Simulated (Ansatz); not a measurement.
# WSe2: the cost of one run

Method: DFT PBEsol+D3(BJ), scalar-relativistic, plane waves, PAW, in Ansatz 0.2.0.

## 1. The starting structure

The structure is hexagonal, space group P-6m2 (No. 187). Conventional cell: a = 3.318 Å, b = 3.318 Å, c = 16.658 Å, α = 90.00°, β = 90.00°, γ = 120.00°. W (site symmetry -6m2) is surrounded by 6 Se at 2.54 Å. Se (site symmetry 3m) is surrounded by 3 W at 2.54 Å.

Coordinates:

```xyz
3
Lattice="3.3179 0.0000 0.0000 -1.6590 2.8734 0.0000 0.0000 0.0000 16.6581" Properties=species:S:1:pos:R:3 pbc="T T T"
W     0.0000    0.0000    0.0000
Se    0.0000    1.9156    1.6623
Se    0.0000    1.9156   14.9959
```

It goes back to an entry of the Materials Project, which need not be the stable form.

No relaxation comes first: the listed cell is the starting point.

## 2. Next: an axial (c/a) deformation path

At fixed volume and fractional coordinates, lengths along (0.000, 0.000, 1.000) are scaled against those across it; ρ is that ratio over its starting value.

## 3. ρ = 0.850

Input file input.yaml:

```yaml
crystal:
  lattice:
    - [3.5026378621, 0.0, 0.0]
    - [-1.7513189311, 3.0333733688, 0.0]
    - [0.0, 0.0, 14.9476362673]
  atoms:
    - { symbol: W, position: [0.0, 0.0, 0.0] }
    - { symbol: Se, position: [0.3333333333, 0.6666666667, 0.09978652] }
    - { symbol: Se, position: [0.3333333333, 0.6666666667, 0.90021348] }
basis:
  ecutwfc: 420
kpoints:
  mp_grid: { grid: [12, 12, 2] }
hamiltonian:
  xc: pbesol
  dispersion: d3bj
scf:
  occupations: { method: gaussian, width: 0.05 }
output:
  forces: true
  stress: true
  eigenvalues: true
```

Run with:

```bash
$ ansatz run input.yaml --threads 1 --pin off --max-ram 2560MiB --backend cpu --events-out ev --progress --plain --runs-dir out
```

**Question.** How long does this run take on 1 thread of Arm Neoverse V1, shared host, and how much memory does it need?

About 16 s, with a peak of 0.42 GiB.
